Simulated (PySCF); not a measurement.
# [CeH3(NH3)]+: other functionals and bases at one geometry

The task here is to estimate one member of a computed series from the others.

Method: several levels, as the steps say, no spin–orbit coupling; program: PySCF 2.14.0.

1 further run of the same task is left out (for a known fault of the program).

## The system as given

8 atoms, charge 1, spin multiplicity 1.

Bond lengths: Ce1–H2 1.920 Å, Ce1–H3 1.920 Å, Ce1–H4 1.920 Å, Ce1–N5 2.547 Å, N5–H6 1.027 Å, N5–H7 1.027 Å, N5–H8 1.027 Å. Angles: H2–Ce1–H3 114.1°, H2–Ce1–H4 114.1°, H2–Ce1–N5 104.4°, H3–Ce1–H4 114.1°, H3–Ce1–N5 104.4°, H4–Ce1–N5 104.4°, Ce1–N5–H6 113.9°, Ce1–N5–H7 113.9°, Ce1–N5–H8 113.9°, H6–N5–H7 104.7°, H6–N5–H8 104.7°, H7–N5–H8 104.7°.

Coordinates:

```xyz
8

Ce    0.22700   -0.22700    0.22700
H     1.26165    1.01685    1.26165
H    -1.01685   -1.26165    1.26165
H     1.26165   -1.26165   -1.01685
N    -1.24362    1.24362   -1.24362
H    -1.86729    1.86729   -0.71767
H    -0.71767    1.86729   -1.86729
H    -1.86729    0.71767   -1.86729
```

Formal oxidation states: Ce +4. An earlier session relaxed this geometry at PBE0, Ce def2-SVP with ECP28, H def2-SVP, N def2-SVP (singlet, point group C3v).

At PBE0 on the finer grid: E = -532.915765 Eh, HOMO -12.46 eV, LUMO -8.47 eV, Mulliken charge on Ce1 +1.19 e, largest force component 0.011 eV/Å. 

Levels to run: HF; B3LYP; PBE0, TZVP. Hardware: 2 threads of AMD EPYC 7R43 (Zen 3), shared host.

Set-up of the first run:

Input file run.py (the lines that set the calculation):

```python
mol = gto.M(atom='''
Ce     0.22700    -0.22700     0.22700
H      1.26165     1.01685     1.26165
H     -1.01685    -1.26165     1.26165
H      1.26165    -1.26165    -1.01685
N     -1.24362     1.24362    -1.24362
H     -1.86729     1.86729    -0.71767
H     -0.71767     1.86729    -1.86729
H     -1.86729     0.71767    -1.86729''',
    basis={'Ce': 'def2-SVP', 'H': 'def2-SVP', 'N': 'def2-SVP'},
    ecp={'Ce': 'def2-SVP'},
    charge=1, spin=0)
mf = scf.RHF(mol)
mf = mf.density_fit()  # fitting sets: Ce def2-universal-JKFIT, H def2-universal-JKFIT, N def2-universal-JKFIT
mf.conv_tol = 1e-08; mf.max_cycle = 55
mf.kernel(dm0)  # dm0: the density of the relaxed state
```

Started as:

```sh
> OMP_NUM_THREADS=2 python run.py
```

Steps of the session up to this table: HF; B3LYP; PBE0, TZVP.

One of the session's tables, all rows but one given; the rest of the session is left out.

```
              level  HOMO (eV)  gap (eV)  charge on Ce1 (e)  dipole (D)  largest force component (eV/Å)
PBE0 (relaxed here)     -12.46      3.98               1.19        5.55                            0.01
                 HF          ?         ?                  ?           ?                               ?
              B3LYP     -12.25      3.39               1.22        5.54                            0.13
         PBE0, TZVP     -12.46      3.99               1.04        5.45                            0.25
```

**Question.** Estimate the row for HF.

**Answer.** HOMO (eV): -15.72; gap (eV): 12.50; charge on Ce1 (e): 1.49; dipole (D): 6.02; largest force component (eV/Å): 0.50. In the column «HOMO (eV)» it is the lowest.

The dipole of a charged species depends on the origin, so these sizes hold for this origin alone.

In one basis the HOMO–LUMO gap runs from 3.39 eV (B3LYP) to 12.50 eV (HF). The largest leftover force, 0.50 eV/Å with HF, stands at a geometry relaxed at another level. Total energies of different levels can't be compared.
